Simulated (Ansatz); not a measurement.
# CH6FSi2 radical: up Jacob's ladder to CCSD(T)

The task here is to estimate one member of a computed series from the others.

Computed with Ansatz 0.2.0, Gaussian basis. Level: functionals in def2-TZVPP, the program's frozen cores in correlated methods.

The runs, in order: LDA (SPW92), PBE-D4, revPBE-D4, BLYP-D4, r2SCAN-D4, B97M-V, PBE0-D4, B3LYP-D4, r2SCANh-D4, r2SCAN0-D4, HSE06-D4, BHLYP-D4, CAM-B3LYP-D4, LC-ωPBE, ωB97X-V, ωB97M-V, B2PLYP, PBE-QIDH; CCSD(T)/def2-SVP; CCSD(T)/def2-TZVPP; MP2/def2-QZVPP; extrapolation to the limit; RPA on PBE.

## The relaxed structure

All runs share one geometry, relaxed beforehand with PBE0-D4 in a triple-zeta def2 set.

SMILES `F[SiH2]C[SiH2]`, 10 atoms, charge 0, spin multiplicity 2.

Atoms are counted from 1 here; the program's logs count them from 0.

Bond lengths: F1–Si2 1.603 Å, Si2–C3 1.855 Å, Si2–H5 1.484 Å, Si2–H6 1.484 Å, C3–Si4 1.880 Å, C3–H7 1.099 Å, C3–H8 1.095 Å, Si4–H9 1.490 Å, Si4–H10 1.490 Å. Angles: F1–Si2–C3 109.3°, F1–Si2–H5 107.7°, F1–Si2–H6 107.1°, C3–Si2–H5 110.8°, C3–Si2–H6 111.7°, H5–Si2–H6 110.1°, Si2–C3–Si4 115.3°, Si2–C3–H7 107.4°, Si2–C3–H8 109.4°, Si4–C3–H7 108.2°, Si4–C3–H8 109.3°, H7–C3–H8 106.9°, C3–Si4–H9 110.8°, C3–Si4–H10 111.5°, H9–Si4–H10 109.8°.

Geometry (Å):

```xyz
10

F    -2.13638    0.95242    0.20344
Si   -0.60143    1.14641    0.62310
C     0.29043   -0.47029    0.44894
Si    0.20574   -1.25474   -1.25795
H    -0.01483    2.17045   -0.27649
H    -0.58961    1.63111    2.02587
H     1.34704   -0.29025    0.69165
H    -0.09105   -1.17833    1.19168
H     0.61847   -0.28115   -2.30736
H     1.05473   -2.47681   -1.33998
```

The first run:

Input file in.yaml:

```yaml
crystal:
  periodic: [false, false, false]
  atoms:
    - {symbol: F, position_ang: [-2.136382, 0.952423, 0.203439]}
    - {symbol: Si, position_ang: [-0.601433, 1.146406, 0.623104]}
    - {symbol: C, position_ang: [0.290427, -0.470294, 0.448936]}
    - {symbol: Si, position_ang: [0.205739, -1.254740, -1.257950]}
    - {symbol: H, position_ang: [-0.014830, 2.170448, -0.276488]}
    - {symbol: H, position_ang: [-0.589608, 1.631107, 2.025871]}
    - {symbol: H, position_ang: [1.347043, -0.290253, 0.691646]}
    - {symbol: H, position_ang: [-0.091054, -1.178335, 1.191679]}
    - {symbol: H, position_ang: [0.618466, -0.281150, -2.307356]}
    - {symbol: H, position_ang: [1.054734, -2.476812, -1.339979]}
basis:
  gaussian: {orbitals: def2-TZVPP}
magnetization: {spin_polarized: true, initial_magnetization: 1}
hamiltonian: {xc: lda}
output: {orbitals: {seedname: orbitals}}
```

Run with:

```bash
$ ansatz run in.yaml --threads 4 --pin off --events-out ev --progress --plain --max-ram 10444MiB
```

Among the steps run: LDA; PBE-D4 (GGA); revPBE-D4 (GGA); BLYP-D4 (GGA); r2SCAN-D4 (meta-GGA); B97M-V (meta-GGA); PBE0-D4 (hybrid); B3LYP-D4 (hybrid); r2SCANh-D4 (hybrid); r2SCAN0-D4 (hybrid); HSE06-D4 (hybrid); BHLYP-D4 (hybrid); CAM-B3LYP-D4 (range-separated); LC-ωPBE (range-separated); ωB97X-V (range-separated); ωB97M-V (range-separated); B2PLYP (double hybrid); PBE-QIDH (double hybrid).

One table of the session follows, with a row left open; its other results are not shown here.

It belongs to the step «Orbital energies across the functionals». 

| functional | HOMO (eV) | LUMO (eV) | gap (eV) |
| --- | --- | --- | --- |
| LDA (SPW92) | -4.99 | -3.69 | 1.30 |
| PBE-D4 | -5.04 | -3.23 | 1.81 |
| revPBE-D4 | -5.03 | -3.07 | 1.96 |
| BLYP-D4 | -4.81 | -3.27 | 1.55 |
| r2SCAN-D4 | -5.39 | -2.74 | 2.65 |
| B97M-V | -5.11 | -3.55 | 1.57 |
| PBE0-D4 | -6.14 | -2.28 | 3.86 |
| B3LYP-D4 | -5.85 | -2.69 | 3.15 |
| r2SCANh-D4 | -5.79 | -2.45 | 3.34 |
| r2SCAN0-D4 | ? | ? | ? |
| HSE06-D4 | -5.74 | -2.67 | 3.08 |
| BHLYP-D4 | -7.03 | -1.50 | 5.53 |
| CAM-B3LYP-D4 | -7.33 | -1.42 | 5.91 |
| LC-ωPBE | -8.80 | 0.05 | 8.85 |
| ωB97X-V | -8.26 | -0.55 | 7.71 |
| ωB97M-V | -7.89 | -0.70 | 7.20 |

Estimate the missing values for r2SCAN0-D4.

Worked estimate for «HOMO (eV)». Against the share of exact exchange, r2SCAN-D4 (0, -5.39), r2SCANh-D4 (0.1, -5.79) give a slope of -4.00 per unit share; at 0.25 the line stands at -6.39.

As computed: HOMO (eV): -6.39; LUMO (eV): -2.01; gap (eV): 4.38. In «HOMO (eV)» the line misses by 0.00.
